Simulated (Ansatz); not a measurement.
# AlB₂ClH₄Si: one species, many methods

One table from this session's results is given with a row withheld; the runs are named, their logs left out.

The runs use Ansatz 0.2.0, Gaussian basis; functionals in def2-TZVPP, the program's frozen cores in correlated methods.

The runs, in order: LDA (SPW92), PBE-D4, revPBE-D4, BLYP-D4, r2SCAN-D4, B97M-V, PBE0-D4, B3LYP-D4, r2SCANh-D4, r2SCAN0-D4, HSE06-D4, BHLYP-D4, CAM-B3LYP-D4, LC-ωPBE, ωB97X-V, ωB97M-V, B2PLYP, PBE-QIDH; CCSD(T)/def2-SVP; CCSD(T)/def2-TZVPP; MP2/def2-QZVPP; extrapolation to the limit; RPA on PBE.

### The relaxed structure

The geometry comes from an earlier relaxation with PBE0-D4 in a triple-zeta def2 set; it is a stationary point, not always the lowest conformer.

SMILES `[SiH3][B]1[AlH][B]1Cl`, 9 atoms, charge 0, spin multiplicity 1.

Atoms are counted from 1 here; the program's logs count them from 0.

Bond lengths: Si1–B2 1.934 Å, Si1–H6 1.486 Å, Si1–H7 1.572 Å, Si1–H8 1.486 Å, B2–Al3 2.015 Å, B2–B4 1.482 Å, Al3–B4 2.254 Å, Al3–H9 1.574 Å, B4–Cl5 1.715 Å. Angles: B2–Si1–H6 119.3°, B2–Si1–H7 101.4°, B2–Si1–H8 119.3°, H6–Si1–H7 101.9°, H6–Si1–H8 109.2°, H7–Si1–H8 101.8°, Si1–B2–Al3 81.1°, Si1–B2–B4 159.8°, Al3–B2–B4 78.7°, B2–Al3–B4 40.1°, B2–Al3–H9 179.3°, B4–Al3–H9 140.5°, B2–B4–Al3 61.2°, B2–B4–Cl5 177.1°, Al3–B4–Cl5 121.7°.

Coordinates:

```
atom     x (Å)     y (Å)     z (Å)
 Si1  -0.82458  -0.99486  -0.82054
  B2  -0.28765   0.84973  -0.59457
 Al3   0.74980   0.03549   0.92851
  B4   0.38455   2.04282  -0.02893
 Cl5   1.12449   3.47131   0.56428
  H6  -2.22733  -1.38642  -0.52547
  H7  -0.04118  -1.69360   0.35006
  H8  -0.34392  -1.75322  -2.00455
  H9   1.55422  -0.61736   2.11412
```

Set-up of the first run:

in.yaml reads:

```yaml
crystal:
  periodic: [false, false, false]
  atoms:
    - {symbol: Si, position_ang: [-0.824580, -0.994855, -0.820537]}
    - {symbol: B, position_ang: [-0.287650, 0.849732, -0.594574]}
    - {symbol: Al, position_ang: [0.749800, 0.035491, 0.928512]}
    - {symbol: B, position_ang: [0.384550, 2.042821, -0.028930]}
    - {symbol: Cl, position_ang: [1.124488, 3.471312, 0.564278]}
    - {symbol: H, position_ang: [-2.227327, -1.386423, -0.525474]}
    - {symbol: H, position_ang: [-0.041183, -1.693597, 0.350057]}
    - {symbol: H, position_ang: [-0.343917, -1.753222, -2.004550]}
    - {symbol: H, position_ang: [1.554218, -0.617360, 2.114117]}
basis:
  gaussian: {orbitals: def2-TZVPP}
hamiltonian: {xc: lda}
output: {orbitals: {seedname: orbitals}}
```

Started as:

```
> ansatz run in.yaml --threads 2 --pin off --events-out ev --progress --plain --max-ram 4352MiB
```

Among the steps run: LDA; PBE-D4 (GGA); revPBE-D4 (GGA); BLYP-D4 (GGA); r2SCAN-D4 (meta-GGA); B97M-V (meta-GGA); PBE0-D4 (hybrid); B3LYP-D4 (hybrid); r2SCANh-D4 (hybrid); r2SCAN0-D4 (hybrid); HSE06-D4 (hybrid); BHLYP-D4 (hybrid); CAM-B3LYP-D4 (range-separated); LC-ωPBE (range-separated); ωB97X-V (range-separated); ωB97M-V (range-separated); B2PLYP (double hybrid); PBE-QIDH (double hybrid).

One table of the session follows, with a row left open; its other results are not shown here.

It belongs to the step «Orbital energies across the functionals». 

| functional | HOMO (eV) | LUMO (eV) | gap (eV) |
| --- | --- | --- | --- |
| LDA (SPW92) | -5.42 | -2.51 | 2.91 |
| PBE-D4 | -5.29 | -2.35 | 2.94 |
| revPBE-D4 | -5.23 | -2.27 | 2.96 |
| BLYP-D4 | -5.06 | -2.15 | 2.91 |
| r2SCAN-D4 | -5.44 | -2.20 | 3.24 |
| B97M-V | ? | ? | ? |
| PBE0-D4 | -6.13 | -1.57 | 4.56 |
| B3LYP-D4 | -5.90 | -1.70 | 4.20 |
| r2SCANh-D4 | -5.76 | -1.92 | 3.84 |
| r2SCAN0-D4 | -6.24 | -1.50 | 4.74 |
| HSE06-D4 | -5.75 | -1.94 | 3.81 |
| BHLYP-D4 | -6.77 | -0.63 | 6.14 |
| CAM-B3LYP-D4 | -7.18 | -0.49 | 6.69 |
| LC-ωPBE | -8.41 | 0.48 | 8.89 |
| ωB97X-V | -8.12 | 0.42 | 8.54 |
| ωB97M-V | -8.01 | 0.24 | 8.25 |

Estimate the missing values for B97M-V.

**Answer.** HOMO (eV): -5.47; LUMO (eV): -2.22; gap (eV): 3.25. In the column «HOMO (eV)» it lies between HSE06-D4 (-5.75) and r2SCAN-D4 (-5.44).
